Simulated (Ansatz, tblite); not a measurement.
# The cluster Zn₅Cl₆O₂: a ladder of methods and basis sets

The task here is to estimate one member of a computed series from the others.

The runs use Ansatz 0.2.0, Gaussian basis; as each input shows.

Levels to be run: GFN1-xTB, GFN2-xTB, PBE-D4/def2-SVP, r2SCAN-D4/def2-SVP, HF/STO-3G, HF/6-31G, B3LYP-D4/6-31G, MP2/def2-SVP.

5 further runs of the same task are left out: 5 that didn't finish.

### The structure

The singlet was relaxed beforehand with PBE-D4/def2-SVP. At that level it is the lowest of the isomers that a small search found.

13 atoms, charge 0, spin multiplicity 1.

Bond lengths: Zn1–O7 1.891 Å, Zn1–Cl8 2.121 Å, Zn1–Cl13 2.443 Å, Zn2–O6 1.849 Å, Zn2–Cl9 2.128 Å, Zn2–Cl12 2.472 Å, Zn3–O7 1.891 Å, Zn3–Cl12 2.205 Å, Zn3–Cl13 2.273 Å, Zn4–O6 1.904 Å, Zn4–O7 1.843 Å, Zn4–Cl11 2.274 Å, Zn5–O6 1.895 Å, Zn5–Cl10 2.123 Å, Zn5–Cl11 2.438 Å. Angles: O7–Zn1–Cl8 143.8°, O7–Zn1–Cl13 88.6°, Cl8–Zn1–Cl13 127.5°, O6–Zn2–Cl9 143.0°, O6–Zn2–Cl12 108.7°, Cl9–Zn2–Cl12 108.3°, O7–Zn3–Cl12 127.9°, O7–Zn3–Cl13 93.9°, Cl12–Zn3–Cl13 138.2°, O6–Zn4–O7 123.6°, O6–Zn4–Cl11 94.4°, O7–Zn4–Cl11 142.0°, O6–Zn5–Cl10 144.5°, O6–Zn5–Cl11 89.5°, Cl10–Zn5–Cl11 126.0°, Zn2–O6–Zn4 134.4°, Zn2–O6–Zn5 125.6°, Zn4–O6–Zn5 99.9° and more.

PBE0-D4/def2-SVP was run before; its log isn't repeated, and its numbers join the tables.

Set-up of the first run:

Tight binding, by tblite at 300 K electronic temperature and without a spin-polarisation term:

```python
tblite.interface.Calculator('GFN1-xTB', numbers, positions, charge=0, uhf=0).singlepoint()
```

Tight binding, by tblite at 300 K electronic temperature and without a spin-polarisation term:

```python
tblite.interface.Calculator('GFN2-xTB', numbers, positions, charge=0, uhf=0).singlepoint()
```

start.molden holds the orbitals of an earlier run on this state, given as this run's starting guess.

Input file in.yaml:

```yaml
crystal:
  periodic: [false, false, false]
  atoms:
    - {symbol: Zn, position_ang: [-0.614749, 3.379929, -1.096657]}
    - {symbol: Zn, position_ang: [0.091287, -2.611965, -0.457621]}
    - {symbol: Zn, position_ang: [-0.659081, 0.672580, -2.190010]}
    - {symbol: Zn, position_ang: [0.169191, 0.574145, 0.887824]}
    - {symbol: Zn, position_ang: [0.898305, -1.642052, 2.624346]}
    - {symbol: O, position_ang: [0.350161, -1.320350, 0.839259]}
    - {symbol: O, position_ang: [-0.331837, 1.586996, -0.567502]}
    - {symbol: Cl, position_ang: [-0.608007, 5.388038, -0.414216]}
    - {symbol: Cl, position_ang: [0.143392, -4.712253, -0.798249]}
    - {symbol: Cl, position_ang: [1.472114, -3.142067, 4.012089]}
    - {symbol: Cl, position_ang: [0.768007, 0.750970, 3.073976]}
    - {symbol: Cl, position_ang: [-0.562960, -1.498160, -2.565015]}
    - {symbol: Cl, position_ang: [-1.115813, 2.574199, -3.348234]}
basis:
  gaussian: {orbitals: def2-SVP, initial_orbitals: start.molden}
hamiltonian: {xc: pbe, dispersion: d4}
scf: {omitted_lower_state_checks: [starts]}
output: {orbitals: {seedname: orbitals}}
```

The run is started by

```bash
ansatz run in.yaml --threads 6 --pin off --events-out ev --progress --plain --max-ram 7833MiB
```

Steps of the session up to this table: PBE-D4/def2-SVP; r2SCAN-D4/def2-SVP; HF/STO-3G; HF/6-31G; B3LYP-D4/6-31G; MP2/def2-SVP.

One table of the session follows, with a row left open; its other results are not shown here.

It belongs to the step «Binding energy». 

| level | binding an atom (eV) |
| --- | --- |
| HF/STO-3G | 2.426 |
| HF/6-31G | 2.015 |
| HF/def2-SVP | 2.025 |
| PBE-D4/def2-SVP | 2.879 |
| r2SCAN-D4/def2-SVP | 2.978 |
| B3LYP-D4/6-31G | 2.805 |
| PBE0-D4/def2-SVP | 2.828 |
| MP2/def2-SVP | ? |

Estimate the missing values for MP2/def2-SVP.

The run gave: binding an atom (eV): 2.747. In the column «binding an atom (eV)» it lies between HF/STO-3G (2.426) and B3LYP-D4/6-31G (2.805).

Limits of these values: Free atoms were run apart at each level; binding is atoms less cluster, divided by the number of atoms, without zero-point or spin-orbit terms.
